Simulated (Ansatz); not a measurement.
SiF:

```xyz
2
Lattice="1.3386 0.7728 3.8983 -1.3386 0.7728 3.8983 0.0000 -1.5457 3.8983" Properties=species:S:1:pos:R:3 pbc="T T T"
Si    0.0000    0.0000    5.8475
F     0.0000    0.0000    0.0000
```

The cell was built by a generator and needn't be a form met in nature.

- Program: Ansatz 0.2.0
- Task: single point
- Functional: PBE
- Potentials or basis: all-electron LAPW, scalar-relativistic
- Cutoff: 219 eV (chosen from the basis error)
- Basis error allowed: 0.001 eV/atom
- k mesh: 12 × 12 × 12
- Occupations: fermi-dirac, width 0.05 eV
- Spin: no spin polarisation

On this cell: pressure 0.2 GPa; largest force under 0.003 eV/Å; band gap on the k mesh none (metal or under the smearing width).

The same run follows on a disturbed copy (atoms moved at random, drawn with an rms of 0.05 Å):

```
Si F
1.0
     1.33860    0.77284    3.89831
    -1.33860    0.77284    3.89831
     0.00000   -1.54568    3.89831
Si F
1 1
Direct
  0.50026 0.49454 0.50891
  0.00165 0.01639 0.98441
```

What changes?

The energy (extrapolated to zero smearing) moves by -1.6 meV/atom; pressure 0.2 GPa; largest force 0.107 eV/Å; band gap on the k mesh none (metal or under the smearing width).

Forces on the atoms (eV/Å):
```
Si   0.047 -0.095  0.014
F   -0.047  0.095 -0.014
```

Stress tensor (GPa, compression positive):
```
 0.43  0.01 -0.09
 0.01  0.45 -0.05
-0.09 -0.05 -0.26
```

The energy falls, though the first cell shows no forces: that form is unstable against this distortion, unless noise or another electronic state is at work.

Caveats: an odd number of electrons without spin polarisation forces a metal; a magnetic or distorted state may lie lower.
